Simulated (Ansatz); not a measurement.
# BH4N2O: the cost of one run

All numbers below are computed with Ansatz 0.2.0 (RKS PBE0-D4/6-31G*).

## (1) The structure to begin with

Bond lengths: N1–B2 1.357 Å, B2–N3 1.497 Å, B2–O4 1.481 Å, N1–H5 1.027 Å, N3–H6 1.011 Å, N3–H7 1.013 Å, O4–H8 0.957 Å. Angles: N1–B2–N3 122.6°, N1–B2–O4 127.4°, N3–B2–O4 110.0°, B2–N1–H5 115.1°, B2–N3–H6 111.6°, B2–N3–H7 111.5°, H6–N3–H7 108.8°, B2–O4–H8 106.5°.

Coordinates:

```xyz
8

N    -1.0548    0.9546   -0.3643
B    -0.1390    0.0420    0.0480
N     1.2150    0.4312    0.5535
O    -0.2869   -1.4316    0.0759
H    -1.9633    0.5648   -0.6438
H     1.5098    1.3232    0.1793
H     1.9121   -0.2660    0.3212
H    -1.1929   -1.6183   -0.1698
```

## (2) Relaxing end A

Contents of input.yaml:

```yaml
crystal:
  periodic: [false, false, false]
  atoms:
    - { symbol: "N", position_ang: [-1.05477, 0.95458, -0.36431] }
    - { symbol: B, position_ang: [-0.13903, 0.04202, 0.04797] }
    - { symbol: "N", position_ang: [1.21499, 0.4312, 0.55355] }
    - { symbol: O, position_ang: [-0.28692, -1.43156, 0.07588] }
    - { symbol: H, position_ang: [-1.96326, 0.56481, -0.64383] }
    - { symbol: H, position_ang: [1.50981, 1.32324, 0.17933] }
    - { symbol: H, position_ang: [1.91211, -0.26599, 0.32116] }
    - { symbol: H, position_ang: [-1.19295, -1.61831, -0.16975] }
total_charge: -1
basis:
  gaussian: { orbitals: "6-31G*" }
hamiltonian:
  xc: pbe0
  dispersion: d4
relax:
  f_tol: 0.015
  max_steps: 40
```

On the command line:

```console
$ ansatz run input.yaml --threads 1 --pin off --max-ram 2048MiB --backend cpu --events-out ev --progress --plain --runs-dir out
```

**Question.** How long does this run take on 1 thread of an Arm CPU, shared host, and how much memory does it need?

About 16 s, with a peak of 0.13 GiB.
